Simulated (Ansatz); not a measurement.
# AlGeH₄NO: one species, many methods

One table from this session's results is given with a row withheld; the runs are named, their logs left out.

The runs use Ansatz 0.2.0, Gaussian basis; functionals in def2-TZVPP, the program's frozen cores in correlated methods.

The runs, in order: LDA (SPW92), PBE-D4, revPBE-D4, BLYP-D4, r2SCAN-D4, B97M-V, PBE0-D4, B3LYP-D4, r2SCANh-D4, r2SCAN0-D4, HSE06-D4, BHLYP-D4, CAM-B3LYP-D4, LC-ωPBE, ωB97X-V, ωB97M-V, B2PLYP, PBE-QIDH; CCSD(T)/def2-SVP; CCSD(T)/def2-TZVPP; MP2/def2-QZVPP; extrapolation to the limit; RPA on PBE.

### Structure used throughout

An earlier PBE0-D4 in a triple-zeta def2 set relaxation fixed the geometry.

SMILES `[NH2][GeH]1[O][AlH]1`, 8 atoms, charge 0, spin multiplicity 1.

Atoms are counted from 1 here; the program's logs count them from 0.

Bond lengths: N1–Ge2 1.822 Å, N1–H5 1.009 Å, N1–H6 1.008 Å, Ge2–O3 1.896 Å, Ge2–Al4 2.331 Å, Ge2–H7 1.543 Å, O3–Al4 1.699 Å, Al4–H8 1.577 Å. Angles: Ge2–N1–H5 116.8°, Ge2–N1–H6 117.5°, H5–N1–H6 110.6°, N1–Ge2–O3 114.7°, N1–Ge2–Al4 126.9°, N1–Ge2–H7 103.9°, O3–Ge2–Al4 46.0°, O3–Ge2–H7 108.8°, Al4–Ge2–H7 128.4°, Ge2–O3–Al4 80.7°, Ge2–Al4–O3 53.4°, Ge2–Al4–H8 168.5°, O3–Al4–H8 138.1°.

Geometry (Å):

```xyz
8

N    -1.00075    1.33037    0.51438
Ge    0.23912    0.00013    0.62691
O     1.17750   -0.34603   -0.98353
Al    0.43146   -1.85694   -0.76910
H    -0.66258    2.27639    0.61195
H    -1.68209    1.27116   -0.22615
H     1.23788    0.51187    1.68538
H     0.35165   -3.24414   -1.51564
```

Set-up of the first run:

Contents of in.yaml:

```yaml
crystal:
  periodic: [false, false, false]
  atoms:
    - {symbol: N, position_ang: [-1.000748, 1.330370, 0.514385]}
    - {symbol: Ge, position_ang: [0.239122, 0.000125, 0.626907]}
    - {symbol: O, position_ang: [1.177500, -0.346031, -0.983534]}
    - {symbol: Al, position_ang: [0.431458, -1.856935, -0.769096]}
    - {symbol: H, position_ang: [-0.662575, 2.276388, 0.611946]}
    - {symbol: H, position_ang: [-1.682092, 1.271156, -0.226148]}
    - {symbol: H, position_ang: [1.237879, 0.511870, 1.685381]}
    - {symbol: H, position_ang: [0.351655, -3.244141, -1.515641]}
basis:
  gaussian: {orbitals: def2-TZVPP}
hamiltonian: {xc: lda}
output: {orbitals: {seedname: orbitals}}
```

Started as:

```bash
$ ansatz run in.yaml --threads 2 --pin off --events-out ev --progress --plain --max-ram 4352MiB
```

Steps of the session up to this table: LDA; PBE-D4 (GGA); revPBE-D4 (GGA); BLYP-D4 (GGA); r2SCAN-D4 (meta-GGA); B97M-V (meta-GGA); B3LYP-D4 (hybrid); r2SCANh-D4 (hybrid); r2SCAN0-D4 (hybrid); HSE06-D4 (hybrid); BHLYP-D4 (hybrid); CAM-B3LYP-D4 (range-separated); LC-ωPBE (range-separated); ωB97X-V (range-separated); ωB97M-V (range-separated); B2PLYP (double hybrid); PBE-QIDH (double hybrid).

One of the session's tables, all rows but one given; the rest of the session is left out.

It belongs to the step «Orbital energies across the functionals». 

| functional | HOMO (eV) | LUMO (eV) | gap (eV) |
| --- | --- | --- | --- |
| LDA (SPW92) | -5.37 | -2.35 | 3.02 |
| PBE-D4 | -5.23 | -2.14 | 3.09 |
| revPBE-D4 | -5.18 | -2.05 | 3.13 |
| BLYP-D4 | -5.12 | -2.02 | 3.09 |
| r2SCAN-D4 | -5.44 | -1.90 | 3.55 |
| B97M-V | -5.50 | -2.02 | 3.48 |
| PBE0-D4 | -6.31 | -1.41 | 4.90 |
| B3LYP-D4 | -6.14 | -1.60 | 4.54 |
| r2SCANh-D4 | -5.85 | -1.64 | 4.21 |
| r2SCAN0-D4 | -6.45 | -1.26 | 5.18 |
| HSE06-D4 | ? | ? | ? |
| BHLYP-D4 | -7.29 | -0.65 | 6.64 |
| CAM-B3LYP-D4 | -7.56 | -0.46 | 7.10 |
| LC-ωPBE | -8.76 | 0.60 | 9.36 |
| ωB97X-V | -8.48 | 0.50 | 8.98 |
| ωB97M-V | -8.34 | 0.24 | 8.58 |

Estimate the missing values for HSE06-D4.

The run gave: HOMO (eV): -5.92; LUMO (eV): -1.77; gap (eV): 4.14. In the column «HOMO (eV)» it lies between B3LYP-D4 (-6.14) and r2SCANh-D4 (-5.85).
